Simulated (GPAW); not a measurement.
Wanted: an ASE script for a GPAW 26.7.0 run.

| Item | Value |
| --- | --- |
| Task | equation of state |
| Functional | PBEsol |
| Dispersion | D3 |
| Potentials or basis | PAW data sets generated in the run's folder for this functional |
| Cutoff | 800 eV |
| Basis | pw |
| k mesh | 10 × 10 × 10 |
| Occupations | fermi-dirac, width 0.05 eV |
| Spin | no spin polarisation |
| Maxiter | 150 |
| Eos scales | [0.94, 0.96, 0.98, 1.0, 1.02, 1.04, 1.06] |

C:

```xyz
2
Lattice="0.0000 1.7834 1.7834 1.7834 0.0000 1.7834 1.7834 1.7834 0.0000" Properties=species:S:1:pos:R:3 pbc="T T T"
C     2.6751    2.6751    2.6751
C     1.7834    1.7834    1.7834
```

This isn't the form of C at room conditions, which is graphite.

The input as run:

run.py

```python
from ase import Atoms
from ase.calculators.mixing import SumCalculator
from ase.eos import EquationOfState
from ase.io import Trajectory
from ase.units import GPa
from dftd3.ase import DFTD3
from gpaw import GPAW, PW, setup_paths

setup_paths.insert(0, '.')

atoms = Atoms(['C', 'C'],
              cell=[[0.0, 1.78337, 1.78337],
                    [1.78337, 0.0, 1.78337],
                    [1.78337, 1.78337, 0.0]],
              scaled_positions=[[0.75, 0.75, 0.75],
                                [0.5, 0.5, 0.5]],
              pbc=True)

traj = Trajectory('eos.traj', 'w')
volumes, energies = [], []
for x in [0.94, 0.96, 0.98, 1.0, 1.02, 1.04, 1.06]:
    a = atoms.copy()
    a.set_cell(atoms.cell * x**(1 / 3), scale_atoms=True)
    calc = GPAW(mode=PW(800),
                xc='PBEsol',
                kpts={'size': (10, 10, 10), 'gamma': True},
                occupations={'name': 'fermi-dirac', 'width': 0.05},
                nbands=11,
                convergence={'density': 1e-05, 'energy': 1e-05},
                maxiter=150,
                txt=f'eos-{x:.2f}.txt')
    a.calc = SumCalculator([calc, DFTD3(method='pbesol', damping='d3zero')])
    energies.append(a.get_potential_energy())
    volumes.append(a.get_volume())
    p = -a.get_stress()[:3].mean() / GPa
    calc.write(f'eos-{x:.2f}.gpw')
    traj.write(a)
    print(f'{x:.2f} {volumes[-1]:10.4f} A^3 {energies[-1]:14.6f} eV {p:9.3f} GPa', flush=True)

v0, e0, B = EquationOfState(volumes, energies, eos='birchmurnaghan').fit()
print(f'V0 = {v0:.4f} A^3, E0 = {e0:.6f} eV, B0 = {B / GPa:.2f} GPa')
```

Potentials or basis: PAW data sets generated in the run's folder for this functional, pw.

Run with:

```console
$ gpaw-setup -f PBEsol C
$ OMP_NUM_THREADS=1 python run.py
```

Results of the run:

The equilibrium volume is 5.59 Å³/atom. The bulk modulus is 452 GPa and the pressure derivative of the bulk modulus is 3.7.

Run time: 31 s on 1 thread of Intel(R) Xeon(R) 6975P-C (Granite Rapids), with other jobs on the host, peak memory 0.19 GiB.
